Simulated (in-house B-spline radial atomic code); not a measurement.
**Nd⁴⁺: ionisation energy by several methods**

Wanted: one ionisation energy, Nd⁴⁺ to configuration [Kr] 4d10 4f2 5s2 5p5, up the ladder of functionals.

Program: in-house B-spline radial atomic code version 1. Level of theory: Dirac-Coulomb, several functionals; spherical all-electron atom at the radial basis limit. These are calculated values, not measurements, unless marked.

### Step 1. What is computed

* element: neodymium (Z = 60)
* charge: +4
* electrons: 56
* configuration: [Xe] 4f2
* nucleus: Fermi, rms radius 4.912 fm

The outer shells:

[Xe] 4f2
```
[Xe] core
4f [↑ ][↑ ][  ][  ][  ][  ][  ]
```

The boxes only draw the filling; these runs are spin-restricted and spherical.

### Step 2. BP86, a GGA

The run's settings:

```ini
Z = 60
electrons = 56.0
configuration = [Xe] 4f2
hamiltonian = dirac
method = b88,p86
spin_polarised = False
nucleus = fermi
rms_radius = 4.9123
mass_number = 142
atomic_mass = 141.907728824
speed_of_light = 137.035999084
```

### Step 3. RPBE, a GGA

Changes to the settings of step 2:

```diff
@@ -4,3 +4,3 @@
 hamiltonian = dirac
-method = b88,p86
+method = rpbe,pbe
 spin_polarised = False
```

### Step 4. OLYP, a GGA

Changes to the settings of step 3:

```diff
@@ -4,3 +4,3 @@
 hamiltonian = dirac
-method = rpbe,pbe
+method = optx,lyp
 spin_polarised = False
```

### Step 5. BLYP, a GGA

Changes to the settings of step 4:

```diff
@@ -4,3 +4,3 @@
 hamiltonian = dirac
-method = optx,lyp
+method = b88,lyp
 spin_polarised = False
```

### Step 6. LDA (VWN5)

Changes to the settings of step 5:

```diff
@@ -4,3 +4,3 @@
 hamiltonian = dirac
-method = b88,lyp
+method = lda,vwn
 spin_polarised = False
```

### Step 7. PBEsol, a GGA

Changes to the settings of step 6:

```diff
@@ -4,3 +4,3 @@
 hamiltonian = dirac
-method = lda,vwn
+method = pbesol
 spin_polarised = False
```

What does each method give for the ionisation energy?

As calculated:

| method | rung | total energy (hartree) | ΔSCF (eV) | with Breit, QED, recoil (eV) | −ε highest (eV) |
| --- | --- | --- | --- | --- | --- |
| LDA (VWN5) | LDA | -9619.5370 | 69.681 | 69.634 | 49.882 (4f7/2) |
| BP86 | GGA | -9627.8963 | 69.572 | 69.525 | 49.622 (4f7/2) |
| RPBE | GGA | -9626.8418 | 69.422 | 69.374 | 49.436 (4f7/2) |
| OLYP | GGA | -9629.9926 | 69.627 | 69.580 | 49.990 (4f7/2) |
| BLYP | GGA | -9627.2303 | 69.241 | 69.194 | 49.310 (4f7/2) |
| PBEsol | GGA | -9622.9248 | 69.496 | 69.449 | 49.566 (4f7/2) |

For the ionisation energy the methods span 0.440 eV, from BLYP (69.194 eV) to LDA (VWN5) (69.634 eV), which is 0.63 % of the mean. No tabulated value is at hand. ΔSCF removes a 5p electron, which is never the highest level here, so the two columns refer to different electrons.
